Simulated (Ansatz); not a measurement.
Predict the output of the script below (Ansatz's Python interface).

The script, `pa_ch4ote.py`:
```python
import ansatz as az
import numpy as np

GEOMETRY = '''
O    -1.26320    0.54270   -0.62340
C    -0.22300    0.30500    0.19120
Te    1.22410   -0.81350   -0.90310
H    -1.67060   -0.27440   -0.82580
H    -0.54500   -0.27150    1.07000
H     0.23560    1.27820    0.52620
H     2.30340   -0.83450    0.51920
'''

geometry = az.Crystal.molecule()
for line in GEOMETRY.strip().splitlines():
    symbol, *xyz = line.split()
    geometry = geometry.atom(symbol, [float(v) for v in xyz])

job = (
    geometry.calculation()
    .basis(gaussian='def2-SVP')
    .functional('r2scan')
)
symbols = [site.symbol for site in geometry.cartesian_sites]
start = np.array([site.position_ang for site in geometry.cartesian_sites], dtype=float)
summary = job.relax(force_tolerance=0.01, max_steps=100).run(threads=1).report
end = np.array(summary['positions_ang'])

away = sum((end[0] - end[j]) / np.linalg.norm(end[0] - end[j]) for j in [1, 3]) + np.array([0.15, 0.1, -0.2])
proton = end[0] + 1.0 * away / np.linalg.norm(away)
acid = az.Crystal.molecule()
for symbol, place in zip(symbols, end):
    acid = acid.atom(symbol, place.tolist())
acid = acid.atom('H', proton.tolist())
protonated = (
    acid.calculation()
    .basis(gaussian='def2-SVP')
    .functional('r2scan')
    .charge(1)
    .relax(force_tolerance=0.01, max_steps=80)
)
after = protonated.run(threads=1).report
xyz = np.array(after['positions_ang'])
reach = np.linalg.norm(xyz[:-1] - xyz[-1], axis=1)
print(f'base {summary["free_energy_ev"]:.5f} eV, protonated {after["free_energy_ev"]:.5f} eV')
print(f'the proton ends {reach.min():.3f} A from {symbols[reach.argmin()]}{reach.argmin()}')
print(f'electronic proton affinity {(summary["free_energy_ev"] - after["free_energy_ev"]):.3f} eV')
```

```console
$ python pa_ch4ote.py
base -10440.33722 eV, protonated -10448.58692 eV
the proton ends 0.983 A from O0
electronic proton affinity 8.250 eV
```

Total energies depend on the basis set; only differences at equal settings carry meaning. The proton is put on one chosen atom, which needn't be the most basic site, so the molecule's proton affinity can be higher; the ends are stationary points, not checked by frequencies, and zero-point and thermal terms count only where printed. def2 sets replace the cores of elements past krypton by effective core potentials. Wall time of the script: 87 s on 1 thread of Intel(R) Xeon(R) 6975P-C (Granite Rapids) (shared host), peak memory 0.21 GiB.

(Lines on the test bed's own set-up are left out of the output.)
